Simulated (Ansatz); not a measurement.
**PBE/cc-pVDZ run of GeSiH3ClO (SMILES [SiH3][O][Ge][Cl])**

What is the energy change on altering one bond length of GeSiH3ClO at PBE/cc-pVDZ? 

Program for the calculation: Ansatz 0.2.0.

125 further runs of the same task are left out: 125 set aside as unsound or not needed.

## Step 1: The system as given

GeSiH3ClO: 7 atoms, total charge 0, spin state singlet. SMILES: `[SiH3][O][Ge][Cl]`. The coordinates come from a PBE0-D4/def2-TZVP relaxation. This is one conformer, not always the lowest.

Bond lengths: Si1–O2 1.655 Å, O2–Ge3 1.768 Å, Ge3–Cl4 2.210 Å, Si1–H5 1.484 Å, Si1–H6 1.484 Å, Si1–H7 1.484 Å. Angles: Si1–O2–Ge3 138.4°, O2–Ge3–Cl4 99.4°, O2–Si1–H5 107.2°, O2–Si1–H6 110.4°, O2–Si1–H7 110.5°, H5–Si1–H6 109.5°, H5–Si1–H7 109.5°, H6–Si1–H7 109.7°.

## Step 2: A single-point energy at PBE/cc-pVDZ

in.yaml reads:

```yaml
crystal:
  periodic: [false, false, false]
  atoms:
    - {symbol: Si, position_ang: [0.184400, 0.664200, -0.614200]}
    - {symbol: O, position_ang: [0.434500, -0.959500, -0.413800]}
    - {symbol: Ge, position_ang: [0.076600, -2.215900, 0.776900]}
    - {symbol: Cl, position_ang: [-0.991800, -0.995100, 2.277600]}
    - {symbol: H, position_ang: [0.795900, 1.045400, -1.911300]}
    - {symbol: H, position_ang: [-1.268900, 0.965100, -0.643300]}
    - {symbol: H, position_ang: [0.830700, 1.427800, 0.482400]}
basis:
  gaussian:
    orbitals: cc-pVDZ
hamiltonian:
  xc: {name: PBE}
accuracy: high
output: {orbitals: {seedname: orbitals}}
```

Launch:

```sh
$ ansatz run in.yaml --threads 1 --pin off --max-ram 3480MiB --events-out events.jsonl --progress --plain --runs-dir runs
```

The log of the run:

```text
Warning: RAYON_NUM_THREADS=1 ignored (pool sized by the plan → 1); use --threads N
Functional definition: PBE
  name "PBE"
  parameter kappa = 0.804
  parameter beta = 0.06672455060314922
  exchange = pbe_x(kappa = kappa, mu = beta*pi^2/3)
  correlation = pbe_c(beta = beta)
2087 factors; integrals over basis functions are off by at most 4.4e-9 eV
mean field evaluation 1: about -78989.6624 eV, gradient 5.8e1 eV
mean field evaluation 2: about -78898.5789 eV, gradient 1.9e2 eV
mean field evaluation 4: about -78994.9763 eV, gradient 1.9e1 eV
mean field evaluation 8: about -78996.1429 eV, gradient 1.8e-1 eV
mean field evaluation 16: about -78996.1430 eV, gradient 2.9e-5 eV
mean field -78996.14298084 eV, -2903.0547090371 hartree, gradient 9.8e-9 eV, S^2 0.000000; 0 other end points of the search recorded, 0 dependent functions left out
reference -78996.14298412 eV, -2903.0547091577 hartree; 37, 37 occupied and 55, 55 virtual orbitals, 2087 factors
Total energy: -78996.14298412 eV, -2903.0547091577 hartree
```

Wall time 11 s (1 thread of Arm Neoverse V1, shared host); peak memory 0.25 GiB.

## Step 3: The distorted shape, same level

in.yaml reads:

```yaml
crystal:
  periodic: [false, false, false]
  atoms:
    - {symbol: Si, position_ang: [-0.549401, 0.206760, 0.942321]}
    - {symbol: O, position_ang: [-0.299301, -1.416940, 1.142721]}
    - {symbol: Ge, position_ang: [-0.657201, -2.673340, 2.333421]}
    - {symbol: Cl, position_ang: [-1.725601, -1.452540, 3.834121]}
    - {symbol: H, position_ang: [0.795900, 1.045400, -1.911300]}
    - {symbol: H, position_ang: [-2.002701, 0.507660, 0.913221]}
    - {symbol: H, position_ang: [0.096899, 0.970360, 2.038921]}
basis:
  gaussian:
    orbitals: cc-pVDZ
hamiltonian:
  xc: {name: PBE}
output:
  orbitals: {seedname: orbitals}
accuracy: high
```

Launch:

```sh
$ ansatz run in.yaml --threads 1 --pin off --max-ram 3480MiB --events-out events.jsonl --progress --plain --runs-dir runs
```

The log of the run (excerpt; [...] marks lines left out):

```text
Warning: RAYON_NUM_THREADS=1 ignored (pool sized by the plan → 1); use --threads N
[... 6 set-up lines as earlier in the session ...]
2039 factors; integrals over basis functions are off by at most 4.5e-9 eV
mean field evaluation 1: about -78985.1318 eV, gradient 5.8e1 eV
mean field evaluation 2: about -78911.5794 eV, gradient 1.7e2 eV
mean field evaluation 4: about -78985.8554 eV, gradient 2.7e1 eV
mean field evaluation 8: about -78992.0798 eV, gradient 2.7e0 eV
mean field evaluation 16: about -78992.1269 eV, gradient 1.5e-3 eV
mean field -78992.12690105 eV, -2902.9071208269 hartree, gradient 9.4e-8 eV, S^2 0.000000; 0 other end points of the search recorded, 0 dependent functions left out
reference -78992.12690467 eV, -2902.9071209601 hartree; 37, 37 occupied and 55, 55 virtual orbitals, 2039 factors
Total energy: -78992.12690467 eV, -2902.9071209601 hartree
```

Run time: 11 s. Hardware: 1 thread of Arm Neoverse V1, shared host; peak memory 0.24 GiB.

## Step 4: What came out

Level: PBE/cc-pVDZ.

| quantity | value |
| --- | --- |
| first shape: total energy | -2903.05471 Eh |
| first shape: HOMO energy | -6.93 eV |
| first shape: LUMO energy | -3.21 eV |
| first shape: HOMO–LUMO gap | 3.72 eV |
| distorted shape: total energy | -2902.90712 Eh |
| distorted shape: HOMO energy | -5.44 eV |
| distorted shape: LUMO energy | -4.05 eV |
| distorted shape: HOMO–LUMO gap | 1.39 eV |
| energy change with the Si1–H5 bond stretched from 1.484 to 3.264 Å | 4.016 eV |

In words: One bond (distorted shape) is far stretched, which a spin-restricted single reference describes badly; a broken-symmetry solution may lie lower. With the Si1–H5 bond stretched from 1.484 to 3.264 Å the energy rises by 4.02 eV (93 kcal/mol). The first shape isn't relaxed at this level, so the change isn't measured from a minimum. A restricted reference can't describe the breaking bond well at this length.
